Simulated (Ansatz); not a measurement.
**TiTe2: how the settings move a single-point run**

How sensitive is a single-point run of TiTe2 to its settings? A reference run comes first, then six runs with altered input.

Method: reference: DFT, PBE, plane waves, PAW, in Ansatz 0.2.0.

2 further runs of the same task are left out: 1 for a known fault of the program, 1 that didn't finish. Runs told in other sessions of the task aren't counted.

### Step 1. The starting structure

Symmetry: P-3m1, No. 164, trigonal system. The conventional cell has a = 3.790 Å, b = 3.790 Å, c = 6.556 Å, α = 90.00°, β = 90.00°, γ = 120.00°. Ti (site symmetry -3m) has 6 Te at 2.77 Å in its first shell of neighbours. Around Te (site symmetry 3m) lie 3 Ti at 2.77 Å.

Coordinates:

```
CELL_PARAMETERS angstrom
3.79038 0.00000 0.00000
-1.89519 3.28257 0.00000
0.00000 0.00000 6.55589
ATOMIC_POSITIONS crystal
Ti 0.00000 0.00000 0.00000
Te 0.66667 0.33333 0.25780
Te 0.33333 0.66667 0.74220
```

### Step 2. Baseline

The input, input.yaml:

```yaml
crystal:
  lattice:
    - [3.7903815437, 0.0, 0.0]
    - [-1.8951907719, 3.2825667069, 0.0]
    - [0.0, 0.0, 6.5558879831]
  atoms:
    - { symbol: Ti, position: [0.0, 0.0, 0.0] }
    - { symbol: Te, position: [0.6666666667, 0.3333333333, 0.2577957668] }
    - { symbol: Te, position: [0.3333333333, 0.6666666667, 0.7422042332] }
kpoints:
  mp_grid: { grid: [6, 6, 4] }
hamiltonian:
  xc: pbe
scf:
  occupations: { method: fermi_dirac, width: 0.02 }
  n_extra_bands: 4
output:
  forces: true
  stress: true
  eigenvalues: true
```

Run with:

```sh
> ansatz run input.yaml --threads 4 --pin off --max-ram 3686MiB --backend cpu --events-out ev --progress --plain --runs-dir out
```

The main lines of its log:

```text
[...]
Basis set: ecut = 420 eV, 1605 PW (Γ), exchange–correlation on 54×54×90 points (8 copies of the dense FFT grid, shifted against one another)
[...]
k-points: 24 of 144
[...]
SCF iter   1: F=—  HF=-16461.676574 eV  |F-HF|=—  |Δ(HF+E_count)|=         —  Δρ=2.81e-3  dr2=7.83e-3  ethr=1.77e-3  ⟨swp⟩=6.4  Hψ=2862  notcnv=0
preconditioner: auto → LDOS  [insulator: Δε(μ)=0.070 eV  Ē_g=5.967 eV  σ=0.020 eV  W_gap=0.70  n_scr=22 (ndim 8)  ℏωp=16.4 eV  f_vac=0.018  D(μ)=1.34/eV (n_scr^D=2)  ε∞_Penn≈8.6  β→1.0]
SCF iter   2: F=—  HF=-16461.676941 eV  |F-HF|=—  |Δ(HF+E_count)|=   3.67e-4  Δρ=2.91e-3  dr2=1.15e-2  ethr=1.78e-5  ⟨swp⟩=2.9  Hψ=1469  notcnv=0
[...]
SCF iter   6: F=—  HF=-16461.675229 eV  |F-HF|=—  |Δ(HF+E_count)|=   3.74e-8  Δρ=9.35e-6  dr2=1.00e-7  ethr=3.33e-9  ⟨swp⟩=3.0  Hψ=1164  notcnv=0
SCF iter   7: F=-16461.675229 eV  HF=-16461.675229 eV  |F-HF|=1.88e-9  |Δ(HF+E_count)|=   2.04e-8  Δρ=2.54e-6  dr2=3.11e-9  ethr=2.27e-10  ⟨swp⟩=5.2  Hψ=2192  notcnv=0
[...]
SCF converged after 7 iterations
Free energy (F): -16461.675229 eV
[...]
E sigma→0 (E₀):  -16461.674292 eV
[...]
Fermi energy:    10.026630 eV
[...]
  P = ⅓ Tr σ = 0.8298 GPa (8.298 kbar)
[...]
```

Wall time 1.7 s (4 threads of Arm Neoverse N1, shared host); peak memory 0.4 GiB.

### Step 3. Changing settings: dr2_threshold 1.0e-12

input.yaml, as its differences from that of step 2:

```diff
@@ -16,2 +16,4 @@
   n_extra_bands: 4
+  convergence: { dr2_threshold: 1.0e-12 }
+  max_iter: 76
 output:
```

Run with:

```sh
> ansatz run input.yaml --threads 4 --pin off --max-ram 3686MiB --backend cpu --events-out ev --progress --plain --runs-dir out
```

Log, cut to the lines that bear on the results:

```text
Warning: RAYON_NUM_THREADS=4 ignored (pool sized by the plan → 4); use --threads N
scf.n_extra_bands = 4 over 22 filled bands (N_el = 44.0): the run solves 26 bands
[...]
Pseudopotentials: kind: paw
Pseudopotential: Ti, paw, valence charge 12, recommended cutoff 420 eV (normal), Ti.paw.azcp
Pseudopotential: Te, paw, valence charge 16, recommended cutoff 420 eV (normal), Te.paw.azcp
Functional definition: PBE
[...]
Crystal: 3 atoms, lattice volume = 81.570 Å³
Basis set: ecut = 420 eV, 1605 PW (Γ), exchange–correlation on 54×54×90 points (8 copies of the dense FFT grid, shifted against one another)
Bands: 26, of which v1, the nominal top of the filled ones, is band 22 counted from 1 (21 counted from 0)
Symmetry: 12 space group operations
Space group: P-3m1 (ITA 164), of the structure as read, at distance tolerance 4.3e-5 Å
k-points: 24 of 144
[...]
SCF iter   1: F=—  HF=-16461.676574 eV  |F-HF|=—  |Δ(HF+E_count)|=         —  Δρ=2.81e-3  dr2=7.83e-3  ethr=1.77e-3  ⟨swp⟩=6.4  Hψ=2862  notcnv=0
[...]
SCF iter  10: F=-16461.675229 eV  HF=-16461.675229 eV  |F-HF|=0.00e0  |Δ(HF+E_count)|=  7.28e-12  Δρ=1.21e-8  dr2=8.41e-14  ethr=1.00e-12  ⟨swp⟩=5.1  Hψ=2485  notcnv=0
[...]
SCF converged after 10 iterations
Free energy (F): -16461.675229 eV
[...]
E sigma→0 (E₀):  -16461.674292 eV
Entropy (-TS):   -0.001874 eV (-0.625 meV/atom)
Fermi energy:    10.026621 eV
[...]
--- Forces (eV/Å), atoms counted from 1 ---
  atom   1  Ti     0.00000000    -0.00000000     0.00000000
  atom   2  Te    -0.00000000     0.00000000     0.11627956
  atom   3  Te     0.00000000    -0.00000000    -0.11627956
[...]
--- Stress (GPa, compression-positive) ---
        0.616596      -0.000000       0.000000
       -0.000000       0.616596       0.000000
        0.000000       0.000000       1.256373
  P = ⅓ Tr σ = 0.8299 GPa (8.299 kbar)
--- Band table (eV; the first three rows and the last of 24) ---
  k-point 0: bands = ["-47.4370", "-26.4810", "-26.4810", "-26.4760", "-26.4760", "-26.4597", "-26.4597", "-26.4580", "-26.4580", "-26.4531", "-26.4512", "-23.6872", "-23.6872", "-23.6633", "-2.3250", "-0.8819", "4.8950", "8.2990", "8.2990", "10.4090", "10.4117", "10.4117", "10.4923", [...]
[...]
```

Wall time 2 s (4 threads of Arm Neoverse N1, shared host); peak memory 0.4 GiB.

With the changed convergence setting the energy agrees within 0.5 meV/atom. Cost: 10 SCF cycles against 7.

### Step 4. Changed: dispersion d4

input.yaml, as its differences from that of step 2:

```diff
@@ -13,2 +13,3 @@
   xc: pbe
+  dispersion: d4
 scf:
```

Run with:

```sh
> ansatz run input.yaml --threads 4 --pin off --max-ram 3686MiB --backend cpu --events-out ev --progress --plain --runs-dir out
```

Log, cut to the lines that bear on the results:

```text
Warning: RAYON_NUM_THREADS=4 ignored (pool sized by the plan → 4); use --threads N
scf.n_extra_bands = 4 over 22 filled bands (N_el = 44.0): the run solves 26 bands
[...]
Pseudopotentials: kind: paw
Pseudopotential: Ti, paw, valence charge 12, recommended cutoff 420 eV (normal), Ti.paw.azcp
Pseudopotential: Te, paw, valence charge 16, recommended cutoff 420 eV (normal), Te.paw.azcp
Functional definition: PBE
[...]
Crystal: 3 atoms, lattice volume = 81.570 Å³
Basis set: ecut = 420 eV, 1605 PW (Γ), exchange–correlation on 54×54×90 points (8 copies of the dense FFT grid, shifted against one another)
Bands: 26, of which v1, the nominal top of the filled ones, is band 22 counted from 1 (21 counted from 0)
Symmetry: 12 space group operations
Space group: P-3m1 (ITA 164), of the structure as read, at distance tolerance 4.3e-5 Å
k-points: 24 of 144
[...]
SCF iter   1: F=—  HF=-16462.916778 eV  |F-HF|=—  |Δ(HF+E_count)|=         —  Δρ=2.81e-3  dr2=7.83e-3  ethr=1.77e-3  ⟨swp⟩=6.4  Hψ=2862  notcnv=0
[...]
SCF iter   7: F=-16462.915433 eV  HF=-16462.915433 eV  |F-HF|=1.88e-9  |Δ(HF+E_count)|=   2.04e-8  Δρ=2.54e-6  dr2=3.11e-9  ethr=2.27e-10  ⟨swp⟩=5.2  Hψ=2192  notcnv=0
[...]
SCF converged after 7 iterations
Free energy (F): -16462.915433 eV
[...]
E sigma→0 (E₀):  -16462.914496 eV
Entropy (-TS):   -0.001874 eV (-0.625 meV/atom)
Fermi energy:    10.026630 eV
[...]
--- Forces (eV/Å), atoms counted from 1 ---
  atom   1  Ti    -0.00000000    -0.00000000     0.00000000
  atom   2  Te    -0.00000000     0.00000000     0.10537431
  atom   3  Te     0.00000000    -0.00000000    -0.10537431
[...]
--- Stress (GPa, compression-positive) ---
       -1.585399      -0.000000       0.000000
       -0.000000      -1.585399       0.000000
        0.000000       0.000000      -1.089416
  P = ⅓ Tr σ = -1.4201 GPa (-14.201 kbar)
--- Band table (eV; the first three rows and the last of 24) ---
[... band rows left out ...]
[...]
```

Run time: 1.7 s. Hardware: 4 threads of Arm Neoverse N1, shared host; peak memory 0.4 GiB.

The energy moves by -413.4 meV/atom, nearly all of it the dispersion term itself (-413.4 meV/atom); that offset belongs to the model and is no gain or loss of stability; the pressure goes from 0.8 to -1.4 GPa.

### Step 5. Variant: ecutwfc 350

input.yaml, as its differences from that of step 2:

```diff
@@ -20 +20,3 @@
   eigenvalues: true
+basis:
+  ecutwfc: 350
```

Run with:

```sh
> ansatz run input.yaml --threads 4 --pin off --max-ram 3686MiB --backend cpu --events-out ev --progress --plain --runs-dir out
```

Log, cut to the lines that bear on the results:

```text
Warning: basis.ecutwfc = 350 eV is below the records' recommended 420 eV, and the density's cutoff is lower with it unless basis.ecutrho_ratio is high enough to keep the records' density cutoff: compare with a run at a higher cutoff
Warning: RAYON_NUM_THREADS=4 ignored (pool sized by the plan → 4); use --threads N
scf.n_extra_bands = 4 over 22 filled bands (N_el = 44.0): the run solves 26 bands
[...]
Pseudopotentials: kind: paw
Pseudopotential: Ti, paw, valence charge 12, recommended cutoff 420 eV (normal), Ti.paw.azcp
Pseudopotential: Te, paw, valence charge 16, recommended cutoff 420 eV (normal), Te.paw.azcp
Functional definition: PBE
[...]
Crystal: 3 atoms, lattice volume = 81.570 Å³
Basis set: ecut = 350 eV, 1215 PW (Γ), exchange–correlation on 48×48×90 points (8 copies of the dense FFT grid, shifted against one another)
Bands: 26, of which v1, the nominal top of the filled ones, is band 22 counted from 1 (21 counted from 0)
Symmetry: 12 space group operations
Space group: P-3m1 (ITA 164), of the structure as read, at distance tolerance 4.3e-5 Å
k-points: 24 of 144
[...]
SCF iter   1: F=—  HF=-16461.663862 eV  |F-HF|=—  |Δ(HF+E_count)|=         —  Δρ=2.86e-3  dr2=8.14e-3  ethr=1.77e-3  ⟨swp⟩=6.3  Hψ=2820  notcnv=0
[...]
SCF iter   6: F=-16461.662427 eV  HF=-16461.662427 eV  |F-HF|=1.03e-8  |Δ(HF+E_count)|=   1.68e-7  Δρ=7.34e-6  dr2=5.50e-8  ethr=2.27e-10  ⟨swp⟩=3.4  Hψ=2683  notcnv=0
[...]
SCF converged after 6 iterations
Free energy (F): -16461.662427 eV
[...]
E sigma→0 (E₀):  -16461.661491 eV
Entropy (-TS):   -0.001873 eV (-0.624 meV/atom)
Fermi energy:    10.025837 eV
[...]
--- Forces (eV/Å), atoms counted from 1 ---
  atom   1  Ti     0.00000000    -0.00000000     0.00000000
  atom   2  Te    -0.00000000     0.00000000     0.11515343
  atom   3  Te     0.00000000    -0.00000000    -0.11515343
[...]
--- Stress (GPa, compression-positive) ---
        0.611073      -0.000000       0.000000
        0.000000       0.611073       0.000000
        0.000000       0.000000       1.255416
  P = ⅓ Tr σ = 0.8259 GPa (8.259 kbar)
--- Band table (eV; the first three rows and the last of 24) ---
[... band rows left out ...]
[...]
```

It took 1.3 s on 4 threads of Arm Neoverse N1, shared host; peak memory 0.38 GiB.

Changing the cutoff moves the energy by +4.3 meV/atom. The lower cutoff gives the higher energy: the smaller basis describes the state less well. The log warns that the cutoff is under what these potentials recommend, so the shift is basis error.

### Step 6. Changing settings: mp_grid.grid [2, 2, 2]

input.yaml, as its differences from that of step 2:

```diff
@@ -10,3 +10,3 @@
 kpoints:
-  mp_grid: { grid: [6, 6, 4] }
+  mp_grid: { grid: [2, 2, 2] }
 hamiltonian:
```

Run with:

```sh
> ansatz run input.yaml --threads 4 --pin off --max-ram 3686MiB --backend cpu --events-out ev --progress --plain --runs-dir out
```

Log, cut to the lines that bear on the results:

```text
Warning: RAYON_NUM_THREADS=4 ignored (pool sized by the plan → 4); use --threads N
scf.n_extra_bands = 4 over 22 filled bands (N_el = 44.0): the run solves 26 bands
[...]
Pseudopotentials: kind: paw
Pseudopotential: Ti, paw, valence charge 12, recommended cutoff 420 eV (normal), Ti.paw.azcp
Pseudopotential: Te, paw, valence charge 16, recommended cutoff 420 eV (normal), Te.paw.azcp
Functional definition: PBE
[...]
Crystal: 3 atoms, lattice volume = 81.570 Å³
Basis set: ecut = 420 eV, 1605 PW (Γ), exchange–correlation on 54×54×90 points (8 copies of the dense FFT grid, shifted against one another)
Bands: 26, of which v1, the nominal top of the filled ones, is band 22 counted from 1 (21 counted from 0)
Symmetry: 12 space group operations
Space group: P-3m1 (ITA 164), of the structure as read, at distance tolerance 4.3e-5 Å
k-points: 4 of 8
[...]
SCF iter   1: F=—  HF=-16460.558166 eV  |F-HF|=—  |Δ(HF+E_count)|=         —  Δρ=2.01e-2  dr2=7.18e-1  ethr=1.77e-3  ⟨swp⟩=6.5  Hψ=466  notcnv=0
[...]
SCF iter   8: F=-16460.458637 eV  HF=-16460.458637 eV  |F-HF|=2.46e-8  |Δ(HF+E_count)|=   5.14e-7  Δρ=8.49e-6  dr2=4.36e-8  ethr=2.27e-10  ⟨swp⟩=7.0  Hψ=461  notcnv=0
[...]
SCF converged after 8 iterations
Free energy (F): -16460.458637 eV
[...]
E sigma→0 (E₀):  -16460.453674 eV
Entropy (-TS):   -0.009925 eV (-3.308 meV/atom)
Fermi energy:    10.402880 eV
[...]
--- Forces (eV/Å), atoms counted from 1 ---
  atom   1  Ti    -0.00000000     0.00000000     0.00000000
  atom   2  Te    -0.00000000     0.00000000     0.08781898
  atom   3  Te     0.00000000    -0.00000000    -0.08781898
[...]
--- Stress (GPa, compression-positive) ---
        0.700272       0.000000       0.000000
        0.000000       0.700272       0.000000
        0.000000       0.000000       2.415392
  P = ⅓ Tr σ = 1.2720 GPa (12.720 kbar)
--- Band table (eV) ---
[... band rows left out ...]
[...]
```

It took 0.75 s on 4 threads of Arm Neoverse N1, shared host; peak memory 0.34 GiB.

Changing the k-point mesh moves the energy by +405.5 meV/atom, and the pressure goes from 0.8 to 1.3 GPa and the largest force goes from 0.12 to 0.09 eV/Å. The energy is not variational in the mesh, so the sign tells nothing. Cost: 8 SCF cycles against 7, 0.75 s against 1.7 s.

### Step 7. Changing settings: symmetry.detect false

input.yaml, as its differences from that of step 2:

```diff
@@ -9,2 +9,3 @@
     - { symbol: Te, position: [0.3333333333, 0.6666666667, 0.7422042332] }
+  symmetry: { detect: false }
 kpoints:
```

Run with:

```sh
> ansatz run input.yaml --threads 4 --pin off --max-ram 3686MiB --backend cpu --events-out ev --progress --plain --runs-dir out
```

Log, cut to the lines that bear on the results:

```text
Warning: RAYON_NUM_THREADS=4 ignored (pool sized by the plan → 4); use --threads N
scf.n_extra_bands = 4 over 22 filled bands (N_el = 44.0): the run solves 26 bands
[...]
Pseudopotentials: kind: paw
Pseudopotential: Ti, paw, valence charge 12, recommended cutoff 420 eV (normal), Ti.paw.azcp
Pseudopotential: Te, paw, valence charge 16, recommended cutoff 420 eV (normal), Te.paw.azcp
Functional definition: PBE
[...]
Crystal: 3 atoms, lattice volume = 81.570 Å³
Basis set: ecut = 420 eV, 1605 PW (Γ), exchange–correlation on 54×54×90 points (8 copies of the dense FFT grid, shifted against one another)
Bands: 26, of which v1, the nominal top of the filled ones, is band 22 counted from 1 (21 counted from 0)
Symmetry: 1 space group operations
k-points: 76 of 144 (time reversal used)
[...]
SCF iter   1: F=—  HF=-16461.676578 eV  |F-HF|=—  |Δ(HF+E_count)|=         —  Δρ=2.81e-3  dr2=7.84e-3  ethr=1.77e-3  ⟨swp⟩=6.3  Hψ=9019  notcnv=0
[...]
SCF iter   7: F=-16461.675229 eV  HF=-16461.675229 eV  |F-HF|=1.88e-9  |Δ(HF+E_count)|=   1.98e-8  Δρ=2.54e-6  dr2=3.13e-9  ethr=2.27e-10  ⟨swp⟩=5.2  Hψ=6820  notcnv=0
[...]
SCF converged after 7 iterations
Free energy (F): -16461.675229 eV
[...]
E sigma→0 (E₀):  -16461.674292 eV
Entropy (-TS):   -0.001874 eV (-0.625 meV/atom)
Fermi energy:    10.026630 eV
[...]
--- Forces (eV/Å), atoms counted from 1 ---
  atom   1  Ti    -0.00000002     0.00000008    -0.00000000
  atom   2  Te     0.00000004    -0.00000000     0.11628934
  atom   3  Te    -0.00000004    -0.00000001    -0.11628934
[...]
--- Stress (GPa, compression-positive) ---
        0.616598      -0.000000      -0.000000
       -0.000000       0.616598      -0.000000
       -0.000000      -0.000000       1.256334
  P = ⅓ Tr σ = 0.8298 GPa (8.298 kbar)
--- Band table (eV; the first three rows and the last of 76) ---
[... band rows left out ...]
[...]
```

Wall time 6.2 s (4 threads of Arm Neoverse N1, shared host); peak memory 0.42 GiB.

Energy and cycle count are those of the reference, so the change (use of symmetry) left the result and the number of cycles as they were. Cost: 6.2 s against 1.7 s.

### Step 8. Variant: mp_grid.grid [5, 5, 5]

input.yaml, as its differences from that of step 2:

```diff
@@ -10,3 +10,3 @@
 kpoints:
-  mp_grid: { grid: [6, 6, 4] }
+  mp_grid: { grid: [5, 5, 5] }
 hamiltonian:
```

Run with:

```sh
> ansatz run input.yaml --threads 4 --pin off --max-ram 3686MiB --backend cpu --events-out ev --progress --plain --runs-dir out
```

Log, cut to the lines that bear on the results:

```text
Warning: RAYON_NUM_THREADS=4 ignored (pool sized by the plan → 4); use --threads N
scf.n_extra_bands = 4 over 22 filled bands (N_el = 44.0): the run solves 26 bands
[...]
Pseudopotentials: kind: paw
Pseudopotential: Ti, paw, valence charge 12, recommended cutoff 420 eV (normal), Ti.paw.azcp
Pseudopotential: Te, paw, valence charge 16, recommended cutoff 420 eV (normal), Te.paw.azcp
Functional definition: PBE
[...]
Crystal: 3 atoms, lattice volume = 81.570 Å³
Basis set: ecut = 420 eV, 1605 PW (Γ), exchange–correlation on 54×54×90 points (8 copies of the dense FFT grid, shifted against one another)
Bands: 26, of which v1, the nominal top of the filled ones, is band 22 counted from 1 (21 counted from 0)
Symmetry: 12 space group operations
Space group: P-3m1 (ITA 164), of the structure as read, at distance tolerance 4.3e-5 Å
k-points: 19 of 125
[...]
SCF iter   1: F=—  HF=-16461.658963 eV  |F-HF|=—  |Δ(HF+E_count)|=         —  Δρ=4.30e-3  dr2=2.71e-2  ethr=1.77e-3  ⟨swp⟩=6.4  Hψ=2262  notcnv=0
[...]
SCF iter   7: F=-16461.655923 eV  HF=-16461.655923 eV  |F-HF|=1.33e-8  |Δ(HF+E_count)|=   2.66e-7  Δρ=5.54e-6  dr2=2.94e-8  ethr=2.27e-10  ⟨swp⟩=3.0  Hψ=2019  notcnv=0
[...]
SCF converged after 7 iterations
Free energy (F): -16461.655923 eV
[...]
E sigma→0 (E₀):  -16461.654681 eV
Entropy (-TS):   -0.002485 eV (-0.828 meV/atom)
Fermi energy:    9.961984 eV
[...]
--- Forces (eV/Å), atoms counted from 1 ---
  atom   1  Ti     0.00000000     0.00000000     0.00000000
  atom   2  Te    -0.00000000     0.00000000     0.14906933
  atom   3  Te     0.00000000    -0.00000000    -0.14906933
[...]
--- Stress (GPa, compression-positive) ---
        0.611875       0.000000       0.000000
       -0.000000       0.611875       0.000000
        0.000000       0.000000       1.816929
  P = ⅓ Tr σ = 1.0136 GPa (10.136 kbar)
--- Band table (eV; the first three rows and the last of 19) ---
[... band rows left out ...]
[...]
```

Wall time 1.4 s (4 threads of Arm Neoverse N1, shared host); peak memory 0.39 GiB.

Changing the k-point mesh moves the energy by +6.4 meV/atom, and the largest force goes from 0.12 to 0.15 eV/Å. The energy is not variational in the mesh, so the sign tells nothing.

### Step 9. Side by side

| run | ending | energy change | pressure (GPa) | gap (eV) | force (eV/Å) | cycles | time |
| --- | --- | --- | --- | --- | --- | --- | --- |
| reference | converged | 0 | 0.8 | 0.00 | 0.12 | 7 | 1.7 s |
| 1: dr2_threshold 1.0e-12 | converged | 0.0 meV/atom | 0.8 | 0.00 | 0.12 | 10 | 2 s |
| 2: dispersion d4 | converged | -413.4 meV/atom (offset of the dispersion model) | -1.4 | 0.00 | 0.11 | 7 | 1.7 s |
| 3: ecutwfc 350 | converged | +4.3 meV/atom | 0.8 | 0.00 | 0.12 | 6 | 1.3 s |
| 4: mp_grid.grid [2, 2, 2] | converged | +405.5 meV/atom | 1.3 | 0.00 | 0.09 | 8 | 0.75 s |
| 5: symmetry.detect false | converged | 0.0 meV/atom | 0.8 | 0.00 | 0.12 | 7 | 6.2 s |
| 6: mp_grid.grid [5, 5, 5] | converged | +6.4 meV/atom | 1.0 | 0.00 | 0.15 | 7 | 1.4 s |

Residual by cycle in the longest SCF loop of each run; runs are numbered as in the table. The quantity is the density residual dr2, in eV.

| cycle | reference | run 1 | run 2 | run 3 | run 4 | run 5 | run 6 |
| --- | --- | --- | --- | --- | --- | --- | --- |
| 1 | 0.00783 | 0.00783 | 0.00783 | 0.00814 | 0.718 | 0.00784 | 0.0271 |
| 2 | 0.0115 | 0.0115 | 0.0115 | 0.0158 | 0.168 | 0.0115 | 0.0238 |
| 3 | 0.00112 | 0.00112 | 0.00112 | 8.2e-4 | 0.128 | 0.00112 | 3.5e-4 |
| 4 | 3.0e-5 | 3.0e-5 | 3.0e-5 | 1.3e-5 | 0.0109 | 2.9e-5 | 3.0e-5 |
| 5 | 1.5e-6 | 1.5e-6 | 1.5e-6 | 1.4e-6 | 4.1e-4 | 1.5e-6 | 2.0e-6 |
| 6 | 1.0e-7 | 1.0e-7 | 1.0e-7 | 5.5e-8 | 2.2e-5 | 1.0e-7 | 7.3e-7 |
| 7 | 3.1e-9 | 3.1e-9 | 3.1e-9 | - | 5.0e-7 | 3.1e-9 | 2.9e-8 |
| 8 | - | 2.1e-10 | - | - | 4.4e-8 | - | - |
| 9 | - | 7.0e-12 | - | - | - | - | - |
| 10 | - | 8.4e-14 | - | - | - | - | - |

What this shows: Of the converged runs whose energies compare with the reference's, «mp_grid.grid [2, 2, 2]» moves the energy most (+405.5 meV/atom). Run 3 ran under the cutoff that the potentials recommend, as the log warns, so basis error is mixed into its values. Of the variants the dearest is «symmetry.detect false» (6.2 s), the cheapest «mp_grid.grid [2, 2, 2]» (0.75 s), on a shared host. The reference leaves spin out although Ti can carry a moment, so its state need not be the lowest.
